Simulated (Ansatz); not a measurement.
**BH6NO3 (built from SMILES NB(O)O.O): a saddle search**

Aim: find the first-order saddle near the start with the program's own search, from a guess of the mode.

Method: B3LYP-D4/def2-mTZVP; program: Ansatz 0.2.0, Gaussian basis.

## 1. Starting geometry

The start, a known saddle point with all atoms moved at random by about 0.06 Å a coordinate: 11 atoms, charge 0, spin multiplicity 1.

Atoms are counted from 1 here; the program's logs count them from 0.

Bond lengths: B1–N2 1.573 Å, B1–O3 1.412 Å, B1–O4 1.406 Å, B1–O6 1.662 Å, N2–H7 1.093 Å, N2–H8 1.050 Å, O3–H9 0.963 Å, O4–H10 0.969 Å, H5–O6 1.097 Å, O6–H11 0.950 Å. Angles: N2–B1–O3 107.5°, N2–B1–O4 123.3°, N2–B1–O6 89.5°, O3–B1–O4 112.5°, O3–B1–O6 112.8°, O4–B1–O6 109.1°, B1–N2–H7 112.9°, B1–N2–H8 118.7°, H7–N2–H8 107.0°, B1–O3–H9 111.4°, B1–O4–H10 110.9°, B1–O6–H5 66.1°, B1–O6–H11 112.1°, H5–O6–H11 113.9°.

Coordinates:

```xyz
11
BH6NO3
B    -0.2395    0.1777   -0.2059
N     1.3037   -0.0655   -0.0197
O    -0.6394   -0.5030   -1.3760
O    -0.8411    1.4430   -0.0876
H     0.5230   -0.6867    0.8713
O    -0.5301   -0.6957    1.1782
H     1.8634    0.8590    0.1459
H     1.8202   -0.6096   -0.7544
H    -1.4931   -0.1892   -1.6913
H    -0.9129    1.7065    0.8417
H    -0.9765   -1.5146    0.9968
```

## 2. The search

run/in.yaml reads:

```yaml
crystal:
  periodic: [false, false, false]
  atoms:
    - {symbol: B, position_ang: [-0.239472, 0.177658, -0.205903]}
    - {symbol: N, position_ang: [1.303738, -0.065518, -0.019731]}
    - {symbol: O, position_ang: [-0.639430, -0.502990, -1.376016]}
    - {symbol: O, position_ang: [-0.841077, 1.443029, -0.087580]}
    - {symbol: H, position_ang: [0.523014, -0.686726, 0.871343]}
    - {symbol: O, position_ang: [-0.530060, -0.695657, 1.178178]}
    - {symbol: H, position_ang: [1.863435, 0.858991, 0.145899]}
    - {symbol: H, position_ang: [1.820184, -0.609622, -0.754395]}
    - {symbol: H, position_ang: [-1.493093, -0.189247, -1.691284]}
    - {symbol: H, position_ang: [-0.912907, 1.706457, 0.841745]}
    - {symbol: H, position_ang: [-0.976504, -1.514629, 0.996815]}
basis:
  gaussian: {orbitals: def2-mTZVP}
hamiltonian: {xc: {name: B3LYP}, dispersion: d4}
saddle:
  f_tol: 0.05
  max_steps: 40
  mode_guess:
    - [-0.2649, -0.1710, 0.2662]
    - [-0.0122, -0.1135, 0.1667]
    - [0.0036, 0.0035, -0.0134]
    - [0.0398, 0.0022, 0.0193]
    - [0.6786, 0.2283, -0.3693]
    - [-0.2158, 0.1284, -0.1954]
    - [-0.0427, -0.0523, 0.0704]
    - [-0.0444, -0.0593, 0.0879]
    - [0.0036, -0.0052, -0.0260]
    - [-0.0464, 0.0092, 0.0051]
    - [-0.0992, 0.0298, -0.0116]
```

Started as:

```
$ ansatz run in.yaml --threads 4 --pin off --events-out ev --progress --plain --max-ram 9574MiB
```

The log of the run:

```text
Functional definition: B3LYP
  name "B3LYP"
  cite "Stephens, Devlin, Chabalowski & Frisch, J. Phys. Chem. 98, 11623 (1994) doi:10.1021/j100096a001"
  cite "Becke, Phys. Rev. A 38, 3098 (1988) doi:10.1103/PhysRevA.38.3098"
  cite "Lee, Yang & Parr, Phys. Rev. B 37, 785 (1988) doi:10.1103/PhysRevB.37.785"
  cite "Vosko, Wilk & Nusair, Can. J. Phys. 58, 1200 (1980) doi:10.1139/p80-159"
  parameter a0 = 0.2
  parameter ax = 0.72
  parameter ac = 0.81
  exchange = (1 - a0 - ax)*slater_x + ax*b88_x + a0*exact_x
  correlation = (1 - ac)*vwn_rpa_c + ac*lyp_c
1032 factors; their error is unknown
mean field evaluation 1: about -8395.5209 eV, gradient 9.8e1 eV
mean field evaluation 2: about -8371.2131 eV, gradient 1.5e2 eV
mean field evaluation 4: about -8411.0675 eV, gradient 8.3e0 eV
mean field evaluation 8: about -8411.1803 eV, gradient 1.3e-1 eV
mean field evaluation 16: about -8411.1805 eV, gradient 7.4e-5 eV
mean field -8411.18046597 eV, -309.1051808216 hartree, gradient 7.4e-5 eV, S^2 0.000000; 0 other end points of the search recorded, 0 dependent functions left out
the calculation of the forces begins
reference -8411.18070822 eV, -309.1051897239 hartree; 21, 21 occupied and 107, 107 virtual orbitals, 1032 factors
[... from here to the last solve, the lines of the solves are left out (100 solves) ...]
saddle step   1: F+E_penalty+E_count = -8411.45773548 eV  max|allowed force component| = 2.347e0 eV/Å  curvature = -4.6621 eV/Å²  mode residual = 4.70e0 eV/Å²  Δτ_max = 0.0000 Å  (1 rotations, 3 force calls, 71 SCF iters)  cluster: 3 rotations left out, max|force component along them| = 1.738e-7 eV/Å
saddle step   2: F+E_penalty+E_count = -8411.79716288 eV  max|allowed force component| = 1.014e0 eV/Å  curvature = -10.3141 eV/Å²  mode residual = 5.00e0 eV/Å²  Δτ_max = 0.1842 Å  (1 rotations, 3 force calls, 74 SCF iters)  cluster: 3 rotations left out, max|force component along them| = 2.102e-8 eV/Å
saddle step   3: F+E_penalty+E_count = -8411.87660324 eV  max|allowed force component| = 2.792e-1 eV/Å  curvature = -10.9415 eV/Å²  mode residual = 2.67e0 eV/Å²  Δτ_max = 0.0521 Å  (1 rotations, 3 force calls, 72 SCF iters)  cluster: 3 rotations left out, max|force component along them| = 2.109e-8 eV/Å
saddle step   4: F+E_penalty+E_count = -8411.88018088 eV  max|allowed force component| = 2.510e-1 eV/Å  curvature = -11.1804 eV/Å²  mode residual = 1.85e0 eV/Å²  Δτ_max = 0.0102 Å  (1 rotations, 3 force calls, 74 SCF iters)  cluster: 3 rotations left out, max|force component along them| = 2.476e-8 eV/Å
saddle step   5: F+E_penalty+E_count = -8411.88396659 eV  max|allowed force component| = 1.787e-1 eV/Å  curvature = -11.5355 eV/Å²  mode residual = 1.19e0 eV/Å²  Δτ_max = 0.0122 Å  (1 rotations, 3 force calls, 74 SCF iters)  cluster: 3 rotations left out, max|force component along them| = 2.385e-8 eV/Å
saddle step   6: F+E_penalty+E_count = -8411.88758973 eV  max|allowed force component| = 7.321e-2 eV/Å  curvature = -11.9786 eV/Å²  mode residual = 1.17e0 eV/Å²  Δτ_max = 0.0217 Å  (1 rotations, 3 force calls, 74 SCF iters)  cluster: 3 rotations left out, max|force component along them| = 2.404e-8 eV/Å
saddle step   7: F+E_penalty+E_count = -8411.88745976 eV  max|allowed force component| = 6.839e-2 eV/Å  curvature = -11.9115 eV/Å²  mode residual = 4.97e-1 eV/Å²  Δτ_max = 0.0121 Å  (1 rotations, 3 force calls, 75 SCF iters)  cluster: 3 rotations left out, max|force component along them| = 2.418e-8 eV/Å
saddle step   8: F+E_penalty+E_count = -8411.88794507 eV  max|allowed force component| = 2.735e-2 eV/Å  curvature = -11.9249 eV/Å²  mode residual = 4.16e-1 eV/Å²  Δτ_max = 0.0055 Å  (1 rotations, 7 force calls, 166 SCF iters)  cluster: 3 rotations left out, max|force component along them| = 2.440e-8 eV/Å
saddle step   9: F+E_penalty+E_count = -8411.88824538 eV  max|allowed force component| = 1.084e-2 eV/Å  curvature = -11.8732 eV/Å²  mode residual = 2.69e-1 eV/Å²  Δτ_max = 0.0182 Å  (1 rotations, 11 force calls, 236 SCF iters)  cluster: 3 rotations left out, max|force component along them| = 2.385e-8 eV/Å
saddle search: the force at step 10 is within saddle.f_tol, and the search now checks the order of the point unasked, as it does wherever a lone molecule whose rigid rotations it leaves out would converge (saddle.isolated_cluster): at most 100 rotations across the mode and 202 force calls, two more next to a line or behind a second negative curvature, two more where it reads a positive, two for each turn that reads one and six more at each negative that it reads, and up to 22 at one that stands (24 where saddle.amplitude is under 0.005 Å), over each length that the point is read over (saddle.order_check: false declines the check)
saddle search: the rotation starts from a random direction (saddle.seed = 0)
1032 factors; their error is unknown
mean field -8411.61109105 eV, -309.1210060014 hartree, gradient 1.4e-5 eV, S^2 0.000000; 1 other end points of the search recorded, 0 dependent functions left out
the calculation of the forces begins
reference -8411.61133308 eV, -309.1210148956 hartree; 21, 21 occupied and 107, 107 virtual orbitals, 1032 factors
saddle step  10: F+E_penalty+E_count = -8411.88833142 eV  max|allowed force component| = 1.470e-2 eV/Å  curvature = -11.6785 eV/Å² (error put at 0.0118; -11.6901 at half of saddle.amplitude)  mode residual = 2.36e-1 eV/Å²  Δτ_max = 0.0176 Å  (1 rotations, 62 force calls, 1324 SCF iters)  order check (unasked): positive, curvature across the mode = +0.3153 eV/Å²; +0.2479 less its residual, +0.2453 less it at half of saddle.amplitude; error put at 0.0026 (54 force calls)  cluster: 3 rotations left out, max|force component along them| = 2.248e-8 eV/Å
Total energy: -8411.88857344 eV, -309.1312032911 hartree
Atom 0 at    -0.257126     0.189664    -0.268079 Å, force    -0.000891     0.000503    -0.000666 eV/Å
Atom 1 at     1.285484    -0.037654    -0.015230 Å, force     0.000240    -0.000435     0.000721 eV/Å
Atom 2 at    -0.695454    -0.537883    -1.386583 Å, force     0.000803    -0.000929     0.001130 eV/Å
Atom 3 at    -0.775716     1.486952    -0.098581 Å, force    -0.002748     0.003643     0.014701 eV/Å
Atom 4 at     0.650615    -0.692894     0.960065 Å, force    -0.000425     0.000184    -0.000219 eV/Å
Atom 5 at    -0.530080    -0.689349     1.172305 Å, force     0.001160     0.000854    -0.000468 eV/Å
Atom 6 at     1.826662     0.791339     0.203208 Å, force     0.000062     0.000067     0.000059 eV/Å
Atom 7 at     1.758423    -0.577450    -0.732002 Å, force    -0.000049     0.000018    -0.000132 eV/Å
Atom 8 at    -1.530310    -0.186841    -1.719732 Å, force    -0.000450     0.000607    -0.000218 eV/Å
Atom 9 at    -0.924514     1.720521     0.824631 Å, force     0.002692    -0.003604    -0.014601 eV/Å
Atom 10 at    -0.930157    -1.544659     0.959067 Å, force    -0.000395    -0.000909    -0.000308 eV/Å
Dipole moment:     0.228865    -0.163335     0.184896 e Å
```

Wall time 5.4 min (4 threads of Intel Xeon at 2.50GHz, shared host); peak memory 0.51 GiB.

Step by step:

| step | energy from step 1 (eV) | largest force component (eV/Å) |
| --- | --- | --- |
| 1 | 0.0000 | 2.3472 |
| 2 | -0.3394 | 1.0142 |
| 3 | -0.4189 | 0.2792 |
| 4 | -0.4224 | 0.2510 |
| 5 | -0.4262 | 0.1787 |
| 6 | -0.4299 | 0.0732 |
| 7 | -0.4297 | 0.0684 |
| 8 | -0.4302 | 0.0273 |
| 9 | -0.4305 | 0.0108 |
| 10 | -0.4306 | 0.0147 |

Close pairs (by a distance rule), those that changed most:

| bond | before (Å) | after (Å) | change (Å) |
| --- | --- | --- | --- |
| H5–O6 | 1.097 | 1.200 | +0.103 |
| N2–H7 | 1.093 | 1.014 | -0.080 |
| B1–O6 | 1.662 | 1.709 | +0.047 |
| N2–H8 | 1.050 | 1.014 | -0.036 |
| O6–H11 | 0.950 | 0.968 | +0.018 |
| B1–O3 | 1.412 | 1.404 | -0.007 |
| B1–N2 | 1.573 | 1.580 | +0.006 |
| O4–H10 | 0.969 | 0.964 | -0.005 |

## 3. What came out

| quantity | value |
| --- | --- |
| steps | 10 |
| energy change | -0.431 eV |
| last largest force | 0.0147 eV/Å |
| RMSD from the start | 0.075 Å |
| RMSD from the known saddle | 0.020 Å |

What this shows: It converged in 10 steps at a force tolerance of 0.05 eV/Å. It is back at the known saddle, up to the shift that another level brings.
